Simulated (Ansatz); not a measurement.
**WO+ (octet): from Hartree-Fock to the top rungs, def2-TZVPP**

An exercise on one series of results from a longer session: the logs are not shown, and one member is left open.

Computed with Ansatz 0.2.0, Gaussian basis. Level: def2-TZVPP, core rule «outside noble gas», up to 5 orbitals frozen.

To be run: UHF; ROHF; CCSD(T) on UHF.

## The geometry

The geometry is a PBE0/def2-TZVP stationary point (not a proven minimum) of the parent state, kept for this charge and spin. No spin-orbit coupling is included. Elements past krypton take def2 core potentials.

2 atoms, charge 1, spin multiplicity 8.

Atoms are counted from 1 here; the program's logs count them from 0.

Bond lengths: W1–O2 1.881 Å.

Set-up of the first run:

File in.yaml:

```yaml
crystal:
  periodic: [false, false, false]
  atoms:
    - {symbol: W, position_ang: [0.000000, 0.000000, 0.000000]}
    - {symbol: O, position_ang: [0.000000, 0.000000, 1.880600]}
basis:
  gaussian: {orbitals: def2-TZVPP}
total_charge: 1
magnetization: {spin_polarized: true, initial_magnetization: 7}
hamiltonian: {xc: hf}
output: {orbitals: {seedname: orbitals}}
```

On the command line:

```sh
> ansatz run in.yaml --threads 1 --pin off --events-out ev --progress --plain --max-ram 4096MiB --backend cpu
```

Steps of the session up to this table: UHF; ROHF; CCSD(T) on UHF.

One of the session's tables, all rows but one given; the rest of the session is left out.

```
  method  from UCCSD(T) (meV)
    ROHF              +6724.4
     UHF              +6410.3
    UMP2               +791.2
   UCCSD                    ?
UCCSD(T)                    0
```

Q: Estimate the row for UCCSD from the others.

As computed: from UCCSD(T) (meV): +145.9. In the column «from UCCSD(T) (meV)» it lies between UCCSD(T) (0) and UMP2 (+791.2).
